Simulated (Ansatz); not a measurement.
# CaF3: the cost of one run

Computed with Ansatz 0.2.0 (DFT PBEsol, scalar-relativistic, plane waves, PAW, unless a step's input says otherwise).

## Step 1: Starting point

The structure is hexagonal, space group P6_3/mmc (No. 194). Conventional cell: a = 4.942 Å, b = 4.942 Å, c = 4.507 Å, α = 90.00°, β = 90.00°, γ = 120.00°. Around Ca (site symmetry -6m2) lie 12 F at 2.47 to 2.62 Å. F (site symmetry mm2) has 8 F at 2.33 to 2.71 Å and 4 Ca at 2.47 to 2.62 Å in its first shell of neighbours.

Structure file:

```cif
data_structure
_symmetry_space_group_name_H-M 'P6_3/mmc'
_symmetry_Int_Tables_number 194
_cell_length_a 4.9422
_cell_length_b 4.9422
_cell_length_c 4.5073
_cell_angle_alpha 90.000
_cell_angle_beta 90.000
_cell_angle_gamma 120.000
_cell_volume 95.34
loop_
_atom_site_label
_atom_site_type_symbol
_atom_site_symmetry_multiplicity
_atom_site_Wyckoff_symbol
_atom_site_fract_x
_atom_site_fract_y
_atom_site_fract_z
_atom_site_occupancy
Ca1 Ca 2 c 0.33333 0.66667 0.25000 1
F1 F 6 h 0.17634 0.82366 0.75000 1
```

Source of the structure: the Materials Project (structure only).

(A quick probe on a coarse mesh, which set the mesh and smearing, is not shown.)

## Step 3: Full relaxation

input.yaml

```yaml
crystal:
  lattice:
    - [2.4710824346, -4.2800409793, 0.0]
    - [2.4710824346, 4.2800409793, 0.0]
    - [0.0, 0.0, 4.507303]
  atoms:
    - { symbol: Ca, position: [0.666666, 0.333334, 0.75] }
    - { symbol: Ca, position: [0.333334, 0.666666, 0.25] }
    - { symbol: F, position: [0.35268, 0.17634, 0.25], spin: 0.37 }
    - { symbol: F, position: [0.823659, 0.176341, 0.25], spin: 0.37 }
    - { symbol: F, position: [0.82366, 0.64732, 0.25], spin: 0.37 }
    - { symbol: F, position: [0.64732, 0.82366, 0.75], spin: 0.37 }
    - { symbol: F, position: [0.176341, 0.823659, 0.75], spin: 0.37 }
    - { symbol: F, position: [0.17634, 0.35268, 0.75], spin: 0.37 }
basis:
  ecutwfc: 420
kpoints:
  mp_grid: { grid: [12, 12, 8] }
hamiltonian:
  xc: pbesol
scf:
  occupations: { method: gaussian, width: 0.1 }
output:
  forces: true
  stress: true
  eigenvalues: true
  populations: true
magnetization:
  spin_polarized: true
relax:
  adjacent_minimum: "off"
  f_tol: 0.005
  max_steps: 80
  cell: { stress_tol: 0.05 }
```

Started as:

```bash
$ ansatz run input.yaml --threads 2 --pin off --max-ram 5120MiB --backend cpu --events-out ev --progress --plain --runs-dir out
```

What time and memory should one allow on 2 threads of Arm Neoverse V2, shared host?

About 3.7 min, with a peak of 0.72 GiB.
